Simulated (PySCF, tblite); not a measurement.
# C₆H₇BP radical: geometry, infrared bands and EPR parameters

What infrared bands and EPR parameters should C₆H₇BP radical (`[PH]B[C@@]12[C@@H]3[C@H]4[C@@H]3[C@@H]1[C@H]42`) show?

Computed with tblite 0.8.0 and PySCF 2.14.0, with density-fitted response routines of our own, on a single molecule in the gas phase. Atoms count from 0, in the outputs and in this text.

**1. The starting structure**

15 atoms, charge 0, multiplicity 2; geometry from: force field or distance geometry start.

Bonds of the start (Å): P0–B1 1.90, B1–C2 1.59, C2–C3 1.52, C3–C4 1.54, C4–C5 1.52, C5–C6 1.52, C6–C7 1.52, C6–C2 1.52, C7–C2 1.50, C5–C3 1.52, C7–C4 1.52, P0–H8 1.41, B1–H9 1.17, C3–H10 1.11, C4–H11 1.11, C5–H12 1.10, C6–H13 1.11, C7–H14 1.10.

**2. Optimising the geometry with GFN2-xTB**

Job settings and geometry (Å):

```
{"job": {"kind": "relax", "xc": "GFN2-xTB", "basis": "xTB"}, "charge": 0, "multiplicity": 2}
P      3.200000     1.094100     0.005000
B      1.506300     0.929200    -0.835100
C      0.282500     0.368100     0.007600
C     -1.135500     0.897100     0.146300
C     -1.418600    -0.337900     1.019200
C     -1.703200    -0.371000    -0.477700
C     -0.277700    -0.805900    -0.772500
C     -0.035900    -0.911400     0.728900
H      3.619200    -0.169700     0.461600
H      1.375200     1.236300    -1.952900
H     -1.523000     1.724600     0.772300
H     -2.316500    -0.807800     1.473100
H     -2.503500    -0.006100    -1.143200
H      0.103600    -1.776300    -1.167100
H      0.822700    -1.055100     1.403000
```

Command:

```console
$ OMP_NUM_THREADS=1 python probes_run.py task.json out
```

The driver reads the jobs from task.json and runs them one after another.

**Question.** This job is followed by: GFN2-xTB harmonic vibrations, gas phase; UKS B3LYP, pcH-1 on B C H P, non-relativistic, mean-field spin-orbit, GIAO. Predict these results of the whole session: strongest single infrared mode (GFN2-xTB); zero-point energy (GFN2-xTB); g(iso) (B3LYP); ⟨S²⟩; largest a(iso) (averaged by class); potential on the surface of density 0.002 e/bohr³, 1st and 99th percentile.

As calculated:

| quantity | value |
| --- | --- |
| strongest single infrared mode (GFN2-xTB) | 2243 cm⁻¹, 216 km/mol |
| zero-point energy (GFN2-xTB) | 67.6 kcal/mol |
| g(iso) (B3LYP) | 2.01128 |
| ⟨S²⟩ | 0.754 (exact 0.75) |
| largest a(iso) (averaged by class) | 31P on P0, 102.9 MHz |
| potential on the surface of density 0.002 e/bohr³, 1st and 99th percentile | -1.02 V and 1.04 V |

What this shows: The optimisation took 97 steps and gained 3.053 eV; among the close pairs (by a distance rule), B1–C2 changed most, from 1.588 to 1.520 Å. All 39 modes are real, so the xTB geometry is a minimum. The strongest single mode, at 2243 cm⁻¹, moves mainly H8. Unscaled tight-binding wavenumbers are off by several per cent, some by more. Its intensities can rank the bands wrongly. P0 carries the largest spin population, 0.87 e. The isotropic g lies 9.0 ppt above the free-electron value. These values are for one conformer; the search (at its own cheap level) found 2 more, at 0.00, 0.39 kcal/mol (those within 0.05 may be mirror or relabelled copies), and measured spectra average over such forms.
